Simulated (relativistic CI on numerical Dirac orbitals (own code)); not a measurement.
# Kr¹⁴⁺: how the levels respond to the fine-structure constant and the nuclear radius

Aim: the factor q = dE/dx of each excitation energy, x = (α/α0)² − 1, by finite differences, and the field-shift factor by the mean square nuclear radius, for the lowest 30 levels.

The numbers are computed with relativistic CI on numerical Dirac orbitals (own code) version 4 (Dirac-Coulomb-Breit CI, KLI orbitals optimised for each configuration, derivatives by finite differences), except any that are marked as measured or tabulated.

**1. Starting point**

* ion: Kr¹⁴⁺ (Kr XV)
* nuclear charge: 36
* electrons: 22
* isotope: A = 84
* first configuration: [Ar] 3d4

Outer shells as boxes (Hund's rule):

[Ar] 3d4
```
[Ar] core
3d [↑ ][↑ ][↑ ][↑ ][  ]
```

**2. The run**

Settings, as recorded:

```ini
atom Kr  Z=36  charge=14  electrons=22
nucleus A=84  rms_radius_fm=4.1884
hamiltonian dirac-coulomb  breit=on  qed=off  c_scale=1
orbitals kli  potential=per-configuration
slater_scale 1
correlation none
mixing on
configurations
  [Ar] 3d4
  [Ne] 3s2 3p5 3d5
  [Ar] 3d3 4p
  [Ar] 3d2 4s 4p
  [Ar] 3d2 4s2
  [Ar] 3d 4s2 4p
end
derivatives alpha2 +-0.01 radius +-1%
```

Started as:

```bash
$ python run_levels.py task.json out
```

task.json lists these runs, among others, and the program works through them in turn.

Before running it: what results should come out? Wanted: lowest level; largest q in size, lowest 30 levels; largest K in size within the lowest configuration; largest field-shift factor among them.

As calculated:

```
                                         quantity                         value
                                     lowest level                       3d4 5D0
              largest q in size, lowest 30 levels          24590 cm⁻¹ (3d4 1G4)
largest K in size within the lowest configuration                3.21 (3d4 5D1)
            largest field-shift factor among them  0.278 GHz/fm² (3d4 3P1 (ii))
```

**Reading.** Among these levels the largest q belongs to 3d4 1G4, within the lowest configuration. The fine-structure partner 5D1 has K = 3.21, away from the 2 of a pure α² interval, since levels mix. K = 2q/E, the relative sensitivity of a level, hangs on the computed energy: between configurations that lie close it can be off by a factor of several.
